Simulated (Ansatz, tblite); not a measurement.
# The cluster Si₂Mo₄+: rung by rung

Aim: run the doublet of the cluster Si₂Mo₄+ at one geometry on many levels, and compare frontier levels, spin and run time.

Program: Ansatz 0.2.0, Gaussian basis. Level of theory: as each input shows. These are calculated values, not measurements.

The runs, in order: GFN1-xTB, GFN2-xTB, PBE-D4/def2-TZVP, r2SCAN-D4/def2-TZVP, revPBE-D4/def2-TZVP, ωB97M-V/def2-TZVP, PBE-D4/def2-SVP, PBE0-D4/def2-SVP, MP2/def2-TZVP, RPA/def2-TZVP.

1 further run of the same task is left out (set aside as unsound or not needed). Runs told in other sessions of the task aren't counted.

## (1) The relaxed structure

The geometry is that of the doublet, from an earlier relaxation (PBE-D4/def2-SVP). At that level it is the lowest of the isomers that a small search found.

6 atoms, charge 1, spin multiplicity 2.

Bond lengths: Mo1–Si5 2.462 Å, Mo1–Si6 2.411 Å, Mo2–Mo4 2.318 Å, Mo2–Si5 2.510 Å, Mo3–Si5 2.411 Å, Mo3–Si6 2.462 Å, Mo4–Si6 2.510 Å. Angles: Si5–Mo1–Si6 98.8°, Mo4–Mo2–Si5 99.2°, Si5–Mo3–Si6 98.8°, Mo2–Mo4–Si6 99.2°, Mo1–Si5–Mo2 53.6°, Mo1–Si5–Mo3 76.7°, Mo2–Si5–Mo3 73.4°, Mo1–Si6–Mo3 76.7°, Mo1–Si6–Mo4 73.4°, Mo3–Si6–Mo4 53.6°.

Mo takes a core potential in the def2 sets. No spin-orbit coupling is included. The ion is computed in the gas phase, without counter-ions or solvent.

PBE0-D4/def2-TZVP was run before; its log isn't repeated, and its numbers join the tables.

## (2) GFN1-xTB

Tight binding, by tblite at 300 K electronic temperature and without a spin-polarisation term:

```python
tblite.interface.Calculator('GFN1-xTB', numbers, positions, charge=1, uhf=1).singlepoint()
```

Energy -310.3771 eV; 0.018 s.

## (3) GFN2-xTB

Tight binding, by tblite at 300 K electronic temperature and without a spin-polarisation term:

```python
tblite.interface.Calculator('GFN2-xTB', numbers, positions, charge=1, uhf=1).singlepoint()
```

Energy -306.6187 eV; 0.048 s.

## (4) PBE-D4/def2-TZVP

start.molden holds the orbitals of an earlier run on this state, given as this run's starting guess.

File in.yaml:

```yaml
crystal:
  periodic: [false, false, false]
  atoms:
    - {symbol: Mo, position_ang: [-0.133705, 1.560890, 0.151585]}
    - {symbol: Mo, position_ang: [-1.092022, -0.028633, 1.407940]}
    - {symbol: Mo, position_ang: [0.907974, -1.226375, -0.385721]}
    - {symbol: Mo, position_ang: [-1.302506, -1.005952, -0.683667]}
    - {symbol: Si, position_ang: [1.406338, 0.192032, 1.499766]}
    - {symbol: Si, position_ang: [0.213920, 0.508028, -1.989902]}
basis:
  gaussian: {orbitals: def2-TZVP, initial_orbitals: start.molden}
total_charge: 1
magnetization: {spin_polarized: true, initial_magnetization: 1}
hamiltonian: {xc: pbe, dispersion: d4}
scf: {omitted_lower_state_checks: [starts]}
output: {orbitals: {seedname: orbitals}}
```

Run with:

```bash
$ ansatz run in.yaml --threads 4 --pin off --events-out ev --progress --plain --max-ram 4787MiB
```

The runs that follow: r2SCAN-D4/def2-TZVP; revPBE-D4/def2-TZVP; ωB97M-V/def2-TZVP; PBE-D4/def2-SVP; PBE0-D4/def2-SVP; MP2/def2-TZVP; RPA/def2-TZVP.

Before running them: what should the planned runs give, taken together? Wanted: gap in def2-TZVP, named functionals, smallest and largest; correlation energy, MP2/def2-TZVP; ⟨S²⟩ in def2-TZVP, named functionals, smallest and largest; PBE0 total energy, smallest basis above largest.

As calculated:

| quantity | value |
| --- | --- |
| gap in def2-TZVP, named functionals, smallest and largest | 0.46 eV (PBE-D4), 5.74 eV (ωB97M-V) |
| correlation energy, MP2/def2-TZVP | -53.31 eV |
| ⟨S²⟩ in def2-TZVP, named functionals, smallest and largest | 0.760, 0.856 |
| PBE0 total energy, smallest basis above largest | 8.02 eV (def2-SVP, def2-TZVP) |

**Reading.** Orbital gaps of the named functionals in def2-TZVP span 0.46 eV (PBE-D4) to 5.74 eV (ωB97M-V); exact exchange widens it. Over the named functionals in def2-TZVP spin contamination reaches 0.11 (ωB97M-V).
